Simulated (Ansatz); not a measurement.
**PBE-QIDH/6-31G(d) (spherical functions) run of CH7BSi2 (SMILES CB1[SiH2][SiH2]1)**

Aim: the electronic atomisation energy of CH7BSi2 at PBE-QIDH/6-31G* (spherical functions), from 5 runs. 

The calculation is run with Ansatz 0.2.0.

75 further runs of the same task are left out: 75 set aside as unsound or not needed.

## Step 1: The structure to begin with

CH7BSi2: 11 atoms, total charge 0, spin state singlet. SMILES: `CB1[SiH2][SiH2]1`. Geometry: relaxed at PBE0-D4/def2-TZVP.

Bond lengths: C1–B2 1.566 Å, B2–Si3 1.907 Å, B2–Si4 1.907 Å, C1–H5 1.092 Å, C1–H6 1.099 Å, C1–H7 1.092 Å, Si3–H8 1.482 Å, Si3–H9 1.489 Å, Si4–H10 1.489 Å, Si4–H11 1.482 Å. Some angles: C1–B2–Si3 130.2°, C1–B2–Si4 130.2°, Si3–B2–Si4 83.2°, B2–C1–H5 114.1°, B2–C1–H6 106.3°, B2–C1–H7 114.1°, B2–Si3–H8 124.3°, B2–Si3–H9 125.0°, B2–Si4–H10 124.9°, B2–Si4–H11 124.3°. A long bond or contact: Si3–Si4 2.531 Å.

## Step 2: A single-point energy at PBE-QIDH/6-31G(d) (spherical functions)

Input file in.yaml:

```yaml
crystal:
  periodic: [false, false, false]
  atoms:
    - {symbol: C, position_ang: [-0.263900, 1.793500, 0.099500]}
    - {symbol: B, position_ang: [-0.450600, 0.243000, -0.016600]}
    - {symbol: Si, position_ang: [0.018800, -1.148600, 1.199400]}
    - {symbol: Si, position_ang: [0.210300, -0.982900, -1.318800]}
    - {symbol: H, position_ang: [0.165600, 2.121800, 1.048800]}
    - {symbol: H, position_ang: [-1.271300, 2.229100, 0.051100]}
    - {symbol: H, position_ang: [0.301000, 2.238000, -0.723000]}
    - {symbol: H, position_ang: [-0.479200, -2.541300, 1.107000]}
    - {symbol: H, position_ang: [0.876900, -0.975400, 2.403900]}
    - {symbol: H, position_ang: [1.239000, -0.662800, -2.346600]}
    - {symbol: H, position_ang: [-0.281200, -2.371200, -1.484200]}
basis:
  gaussian:
    orbitals: 6-31G_st_-spherical.json
hamiltonian:
  xc: {name: PBE-QIDH}
correlation:
  frozen_orbitals: {B: 1, C: 1, H: 0, Si: 5}
accuracy: high
output:
  orbitals: {seedname: orbitals}
```

The basis set 6-31G* is read from a file made from the Basis Set Exchange's data (not shown).

The run is started by

```sh
$ ansatz run in.yaml --threads 1 --pin off --max-ram 3480MiB --events-out events.jsonl --progress --plain --runs-dir runs
```

The program printed:

```text
Warning: RAYON_NUM_THREADS=1 ignored (pool sized by the plan → 1); use --threads N
Functional definition: PBE-QIDH
  name "PBE-QIDH"
  parameter a = 3^(-1/3)
  parameter c = 1/3
  exchange = (1 - a)*pbe_x + a*exact_x
  correlation = (1 - c)*pbe_c + c*(mp2_os + mp2_ss)
1867 factors; integrals over basis functions are off by at most 3.4e-9 eV
mean field evaluation 1: about -17557.9517 eV, gradient 2.5e1 eV
mean field evaluation 2: about -17558.0388 eV, gradient 2.5e1 eV
mean field evaluation 4: about -17559.9758 eV, gradient 2.4e0 eV
mean field evaluation 8: about -17560.0034 eV, gradient 6.0e-2 eV
mean field evaluation 16: about -17560.0035 eV, gradient 1.1e-5 eV
mean field -17560.00345182 eV, -645.3182242566 hartree, gradient 5.0e-8 eV, S^2 0.000000; 0 other end points of the search recorded, 0 dependent functions left out
12 core orbitals not correlated: weight in the atoms' cores, before any rotation towards them, 1.000 or more for the frozen orbitals, at most 0.000 for the correlated occupied ones
reference -17560.00345298 eV, -645.3182242993 hartree; 11, 11 occupied and 55, 55 virtual orbitals, 1867 factors
second order -11.89708602 eV of doubles, -0.00000000 eV of singles
Total energy: -17563.96914832 eV, -645.4639609150 hartree
```

It took 13 s on 1 thread of Arm Neoverse V1, shared host; peak memory 0.27 GiB.

## Step 3: The B atom, same level

Input file run.yaml:

```yaml
crystal:
  periodic: [false, false, false]
  atoms:
    - {symbol: B, position_ang: [0.000000, 0.000000, 0.000000]}
basis:
  gaussian: {orbitals: 6-31G_st_-spherical.json}
magnetization: {spin_polarized: true, initial_magnetization: 1}
hamiltonian: {xc: {name: PBE-QIDH}}
correlation: {frozen_orbitals: {B: 1}}
accuracy: high
```

The basis set 6-31G* is read from a file made from the Basis Set Exchange's data (not shown).

Run the same way, it converges to -24.60128 Eh (log not shown).

## Step 4: The C atom, same level

Input file molecule.yaml:

```yaml
crystal:
  periodic: [false, false, false]
  atoms:
    - {symbol: C, position_ang: [0.000000, 0.000000, 0.000000]}
basis:
  gaussian:
    orbitals: 6-31G_st_-spherical.json
total_charge: 0
magnetization:
  spin_polarized: true
  initial_magnetization: 2
hamiltonian:
  xc: {name: PBE-QIDH}
correlation:
  frozen_orbitals: {C: 1}
accuracy: high
```

The basis set 6-31G* is read from a file made from the Basis Set Exchange's data (not shown).

The run is started by

```sh
$ ansatz run molecule.yaml --threads 1 --pin off --max-ram 3480MiB --events-out events.jsonl --progress --plain --runs-dir runs
```

The program printed, shortened:

```text
Warning: RAYON_NUM_THREADS=1 ignored (pool sized by the plan → 1); use --threads N
Functional definition: PBE-QIDH
  name "PBE-QIDH"
[...]
96 factors; integrals over basis functions are off by at most 1.1e-9 eV
[...]
mean field -1027.60548260 eV, -37.7638049496 hartree, gradient 5.6e-9 eV, S^2 2.003086; 0 other end points of the search recorded, 0 dependent functions left out
1 core orbitals not correlated: weight in the atoms' cores, before any rotation towards them, 1.000 or more for the frozen orbitals, at most 0.000 for the correlated occupied ones
reference -1027.60548300 eV, -37.7638049644 hartree; 3, 1 occupied and 10, 12 virtual orbitals, 96 factors
second order -1.57858056 eV of doubles, -0.00000000 eV of singles
Total energy: -1028.13167653 eV, -37.7831422196 hartree
```

Run time: 0.34 s. Hardware: 1 thread of Arm Neoverse V1, shared host.

## Step 5: The H atom at the same level

Input file job.yaml:

```yaml
crystal:
  periodic: [false, false, false]
  atoms:
    - {symbol: H, position_ang: [0.000000, 0.000000, 0.000000]}
basis:
  gaussian:
    orbitals: "6-31G*"
magnetization:
  spin_polarized: true
  initial_magnetization: 1
hamiltonian:
  xc: {name: PBE-QIDH}
correlation:
  frozen_orbitals: {H: 0}
accuracy: high
```

Run the same way, it converges to -0.50012 Eh (log not shown).

## Step 6: The Si atom, same level

Input file job.yaml:

```yaml
crystal:
  periodic: [false, false, false]
  atoms:
    - {symbol: Si, position_ang: [0.000000, 0.000000, 0.000000]}
basis:
  gaussian: {orbitals: 6-31G_st_-spherical.json}
accuracy: high
total_charge: 0
magnetization: {spin_polarized: true, initial_magnetization: 2}
hamiltonian: {xc: {name: PBE-QIDH}}
correlation: {frozen_orbitals: {Si: 5}}
```

The basis set 6-31G* is read from a file made from the Basis Set Exchange's data (not shown).

The run is started by

```sh
$ ansatz run job.yaml --threads 1 --pin off --max-ram 3480MiB --events-out events.jsonl --progress --plain --runs-dir runs
```

The program printed, shortened:

```text
Warning: RAYON_NUM_THREADS=1 ignored (pool sized by the plan → 1); use --threads N
Functional definition: PBE-QIDH
  name "PBE-QIDH"
[...]
141 factors; integrals over basis functions are off by at most 2.6e-9 eV
[...]
mean field -7867.30533439 eV, -289.1181383878 hartree, gradient 5.9e-8 eV, S^2 2.004115; 0 other end points of the search recorded, 0 dependent functions left out
5 core orbitals not correlated: weight in the atoms' cores, before any rotation towards them, 1.000 or more for the frozen orbitals, at most 0.000 for the correlated occupied ones
reference -7867.30533499 eV, -289.1181384097 hartree; 3, 1 occupied and 10, 12 virtual orbitals, 141 factors
second order -1.26414758 eV of doubles, -0.00000000 eV of singles
Total energy: -7867.72671751 eV, -289.1336239320 hartree
```

It took 0.68 s on 1 thread of Arm Neoverse V1, shared host.

## Step 7: Results

At PBE-QIDH/6-31G* (spherical functions), 12 core orbitals frozen:

```
                                     quantity          value
                       molecule: total energy  -645.46396 Eh
  molecule: HOMO energy (SCF part's orbitals)       -7.62 eV
  molecule: LUMO energy (SCF part's orbitals)        0.47 eV
molecule: HOMO–LUMO gap (SCF part's orbitals)        8.09 eV
                         B atom: total energy   -24.60128 Eh
                                 B atom: ⟨S²⟩          0.753
                         C atom: total energy   -37.78314 Eh
                                 C atom: ⟨S²⟩          2.003
                         H atom: total energy    -0.50012 Eh
                                 H atom: ⟨S²⟩          0.750
                        Si atom: total energy  -289.13362 Eh
                                Si atom: ⟨S²⟩          2.004
                electronic atomisation energy      35.687 eV
```

Taking the molecule apart into free atoms costs 35.69 eV (823 kcal/mol), before zero-point energy and without spin-orbit coupling.
